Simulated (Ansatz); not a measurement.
# FGeH9O3Si3: the cost of one run

The runs use Ansatz 0.2.0, Gaussian basis; revPBE/6-31G* with D3(BJ) with three-body dispersion.

### Step 1. Structure used throughout

The geometry comes from an earlier relaxation with PBE0-D4 in a triple-zeta def2 set; it is a stationary point, not always the lowest conformer.

SMILES `[F][Ge]([O][SiH3])([O][SiH3])[O][SiH3]`, 17 atoms, charge 0, spin multiplicity 1.

Atoms are counted from 1 here; the program's logs count them from 0.

Bond lengths: F1–Ge2 1.715 Å, Ge2–O3 1.731 Å, Ge2–O5 1.728 Å, Ge2–O7 1.730 Å, O3–Si4 1.651 Å, Si4–H9 1.484 Å, Si4–H10 1.481 Å, Si4–H11 1.485 Å, O5–Si6 1.650 Å, Si6–H12 1.485 Å, Si6–H13 1.481 Å, Si6–H14 1.485 Å, O7–Si8 1.650 Å, Si8–H15 1.485 Å, Si8–H16 1.484 Å, Si8–H17 1.482 Å. Angles: F1–Ge2–O3 109.2°, F1–Ge2–O5 107.6°, F1–Ge2–O7 108.1°, O3–Ge2–O5 110.2°, O3–Ge2–O7 110.0°, O5–Ge2–O7 111.7°, Ge2–O3–Si4 134.7°, O3–Si4–H9 110.1°, O3–Si4–H10 106.8°, O3–Si4–H11 110.4°, H9–Si4–H10 110.0°, H9–Si4–H11 109.3°, H10–Si4–H11 110.2°, Ge2–O5–Si6 134.7°, O5–Si6–H12 110.3°, O5–Si6–H13 106.7°, O5–Si6–H14 110.5°, H12–Si6–H13 109.9° and more.

### Step 2. Dynamics

in.yaml

```yaml
crystal:
  periodic: [false, false, false]
  atoms:
    - {symbol: F, position_ang: [-1.910198, 0.944648, 1.028000]}
    - {symbol: Ge, position_ang: [-0.543425, 0.347381, 0.181987]}
    - {symbol: O, position_ang: [-0.944123, -1.170862, -0.545449]}
    - {symbol: Si, position_ang: [-0.678365, -2.752426, -0.153052]}
    - {symbol: O, position_ang: [-0.135698, 1.502320, -1.036338]}
    - {symbol: Si, position_ang: [-0.161489, 1.507586, -2.686371]}
    - {symbol: O, position_ang: [0.743563, 0.136054, 1.319099]}
    - {symbol: Si, position_ang: [1.340222, 0.967411, 2.614051]}
    - {symbol: H, position_ang: [0.743490, -3.105280, -0.392352]}
    - {symbol: H, position_ang: [-1.555869, -3.564863, -1.027391]}
    - {symbol: H, position_ang: [-1.011211, -2.994952, 1.273792]}
    - {symbol: H, position_ang: [0.746459, 0.459318, -3.218521]}
    - {symbol: H, position_ang: [0.306122, 2.846296, -3.115082]}
    - {symbol: H, position_ang: [-1.538217, 1.262900, -3.185685]}
    - {symbol: H, position_ang: [1.144632, 2.427470, 2.424179]}
    - {symbol: H, position_ang: [0.649137, 0.530962, 3.852322]}
    - {symbol: H, position_ang: [2.786072, 0.655534, 2.707011]}
basis:
  gaussian: {orbitals: "6-31G*"}
hamiltonian: {xc: {name: revPBE}, dispersion: d3bjatm}
md: {timestep: 0.5 fs, n_steps: 20, ensemble: nvt_langevin, temperature: 1500, initial_velocities: maxwell_boltzmann, friction: 0.01, seed: 319}
```

Started as:

```bash
$ ansatz run in.yaml --threads 4 --pin off --events-out ev --progress --plain --max-ram 66560MiB --backend cpu
```

Q: Estimate wall time and peak memory on 4 threads of AMD EPYC 7R13, shared host.

About 51 s, with a peak of 0.35 GiB.
